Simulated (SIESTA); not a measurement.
# In3SbTe2 under changes of volume

One of the cells (30.968 Å³/atom); the others are scaled copies at fixed shape and fractional positions:

```
Te Sb In
1.0
    -2.25169    3.14672    6.55592
     2.25169   -3.14672    6.55592
     2.25169    3.14672   -6.55592
Te Sb In
2 1 3
Direct
  0.82873 0.32873 0.50000
  0.17127 0.67127 0.50000
  0.50000 0.00000 0.50000
  0.33904 0.33904 0.00000
  0.66096 0.66096 0.00000
  0.00000 0.00000 0.00000
```

The cell comes from a database or a generator and needn't be the stable form of this composition.

| Item | Value |
| --- | --- |
| Program | SIESTA 5.4.2 |
| Functional | PBE |
| Potentials or basis | PseudoDojo 0.4 standard (PBE files) |
| Basis | DZP (energy shift 0.003 Ry; two zetas on semicore shells) |
| Grid cutoff | 500 Ry |
| Energy shift | 0.003 Ry |
| k mesh | 7 × 7 × 7 |
| Occupations | fermi-dirac, width 0.05 eV |
| Spin | no spin polarisation |

```tsv
volume (Å³/atom)	energy over the lowest point (meV/atom)	pressure (GPa)	largest force (eV/Å)
28.539	17.85	3.5	0.159
29.146	9.73	2.3	0.149
29.753	?	?	?
30.968	0.00	-0.4	0.130
31.575	2.97	-1.1	0.123
32.182	8.49	-1.8	0.120
```

Q: What does the run at 29.753 Å³/atom give?

A: Energy over the lowest point 3.04 meV/atom; pressure 1.3 GPa; largest force 0.146 eV/Å.

Worked out: A Birch-Murnaghan fit of order 3 (a polynomial in V^(-2/3)) to the other rows has its minimum at 30.75 Å³/atom with B0 = V·E''(V) = 40 GPa (rough, since the energies scatter) at fixed shape and positions, which overstates the stiffness. It gives 3.80 meV/atom at 29.753 Å³/atom, against the run's 3.04, and -dE/dV = 1.2 GPa, against 1.3.

Energies are extrapolated to zero smearing.

Caveats: the basis of atomic orbitals isn't converged, which shifts pressures, moduli and gaps.
